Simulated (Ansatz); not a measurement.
**CH₅AlBN: one species, many methods**

Aim: compute CH₅AlBN with functionals from several rungs and with coupled cluster. The yardstick is the atomisation energy at the CCSD(T) limit.

Method: functionals in def2-TZVPP, the program's frozen cores in correlated methods; program: Ansatz 0.2.0, Gaussian basis.

Plan: LDA (SPW92), PBE-D4, revPBE-D4, BLYP-D4, r2SCAN-D4, B97M-V, PBE0-D4, B3LYP-D4, r2SCANh-D4, r2SCAN0-D4, HSE06-D4, BHLYP-D4, CAM-B3LYP-D4, LC-ωPBE, ωB97X-V, ωB97M-V, B2PLYP, PBE-QIDH; CCSD(T)/def2-SVP; CCSD(T)/def2-TZVPP; MP2/def2-QZVPP; extrapolation to the limit; RPA on PBE.

**1. The relaxed structure**

An earlier PBE0-D4 in a triple-zeta def2 set relaxation fixed the geometry.

SMILES `[CH3][Al]1[BH][NH]1`, 9 atoms, charge 0, spin multiplicity 1.

Atoms are counted from 1 here; the program's logs count them from 0.

Bond lengths: C1–Al2 1.947 Å, C1–H5 1.092 Å, C1–H6 1.094 Å, C1–H7 1.094 Å, Al2–B3 1.995 Å, Al2–N4 1.815 Å, B3–N4 1.402 Å, B3–H8 1.194 Å, N4–H9 1.014 Å. Angles: Al2–C1–H5 112.5°, Al2–C1–H6 110.3°, Al2–C1–H7 110.2°, H5–C1–H6 108.2°, H5–C1–H7 108.1°, H6–C1–H7 107.4°, C1–Al2–B3 173.6°, C1–Al2–N4 130.7°, B3–Al2–N4 42.8°, Al2–B3–N4 61.7°, Al2–B3–H8 166.4°, N4–B3–H8 131.9°, Al2–N4–B3 75.4°, Al2–N4–H9 157.8°, B3–N4–H9 126.7°.

As a file:

```csv
atom,x (Å),y (Å),z (Å)
C1,-0.5507,1.3435,-1.1814
Al2,0.0534,-0.3111,-0.3518
B3,0.6685,-1.8964,0.6920
N4,0.4018,-0.7073,1.3850
H5,-0.6943,1.2421,-2.2586
H6,-1.4979,1.6663,-0.7393
H7,0.1792,2.1402,-1.0091
H8,1.0405,-2.9685,1.0628
H9,0.4881,-0.5551,2.3834
```

**2. LDA**

This LDA is Slater exchange with PW92 correlation.

in.yaml

```yaml
crystal:
  periodic: [false, false, false]
  atoms:
    - {symbol: C, position_ang: [-0.550725, 1.343527, -1.181361]}
    - {symbol: Al, position_ang: [0.053361, -0.311071, -0.351804]}
    - {symbol: B, position_ang: [0.668531, -1.896370, 0.691966]}
    - {symbol: N, position_ang: [0.401825, -0.707327, 1.385044]}
    - {symbol: H, position_ang: [-0.694277, 1.242053, -2.258638]}
    - {symbol: H, position_ang: [-1.497930, 1.666349, -0.739348]}
    - {symbol: H, position_ang: [0.179196, 2.140200, -1.009146]}
    - {symbol: H, position_ang: [1.040519, -2.968524, 1.062763]}
    - {symbol: H, position_ang: [0.488099, -0.555137, 2.383425]}
basis:
  gaussian: {orbitals: def2-TZVPP}
hamiltonian: {xc: lda}
output: {orbitals: {seedname: orbitals}}
```

On the command line:

```console
$ ansatz run in.yaml --threads 2 --pin off --events-out ev --progress --plain --max-ram 4352MiB
```

After this run come: PBE-D4 (GGA); revPBE-D4 (GGA); BLYP-D4 (GGA); r2SCAN-D4 (meta-GGA); B97M-V (meta-GGA); B3LYP-D4 (hybrid); r2SCANh-D4 (hybrid); r2SCAN0-D4 (hybrid); HSE06-D4 (hybrid); BHLYP-D4 (hybrid); CAM-B3LYP-D4 (range-separated); LC-ωPBE (range-separated); ωB97X-V (range-separated); ωB97M-V (range-separated); B2PLYP (double hybrid); PBE-QIDH (double hybrid); CCSD(T) in def2-SVP; CCSD(T) in def2-TZVPP; MP2 in def2-QZVPP; RPA on PBE orbitals.

Q: Predict the results of all the runs planned. Wanted: atomisation energy, CCSD(T)/CBS; farthest beyond LDA; mean size of error, GGA; mean size of error, meta-GGA; mean size of error, hybrid; mean size of error, range-separated; mean size of error, double hybrid; gap, smallest and largest; T1 diagnostic.

**Answer**, as computed:

| quantity | value |
| --- | --- |
| atomisation energy, CCSD(T)/CBS | 3194.8 kJ/mol |
| functionals within 16.0 kJ/mol (0.5 %) | revPBE-D4, BLYP-D4, r2SCANh-D4, LC-ωPBE, B2PLYP, PBE-QIDH |
| farthest beyond LDA | PBE-D4 (+78.8 kJ/mol) |
| mean size of error, GGA | 31.8 kJ/mol |
| mean size of error, meta-GGA | 33.2 kJ/mol |
| mean size of error, hybrid | 27.9 kJ/mol |
| mean size of error, range-separated | 23.0 kJ/mol |
| mean size of error, double hybrid | 11.2 kJ/mol |
| gap, smallest and largest | 3.35 eV (LDA (SPW92)), 9.87 eV (LC-ωPBE) |
| T1 diagnostic | 0.0131 |
| triples share of the correlation energy | 4.2 % |

What this shows: LDA overbinds by 453.5 kJ/mol (14 %). PBE-D4 misses by +78.8 kJ/mol. Double hybrids carry the basis error of their MP2 part in triple zeta, and no dispersion term here, so their miss is partly the set-up's. By mean error the best rung here is double hybrid (11.2 kJ/mol) and the worst beyond LDA is meta-GGA (33.2 kJ/mol). The reference freezes the cores and leaves out relativity and excitations past (T), so misses under about 16.0 kJ/mol can't be ranked. Hartree-Fock recovers 73 % of the binding; the rest is correlation. CCSD(T) in def2-SVP is off by -165.6 kJ/mol, which most functionals beat. Orbital gaps span 3.4 to 9.9 eV; exact exchange widens them.
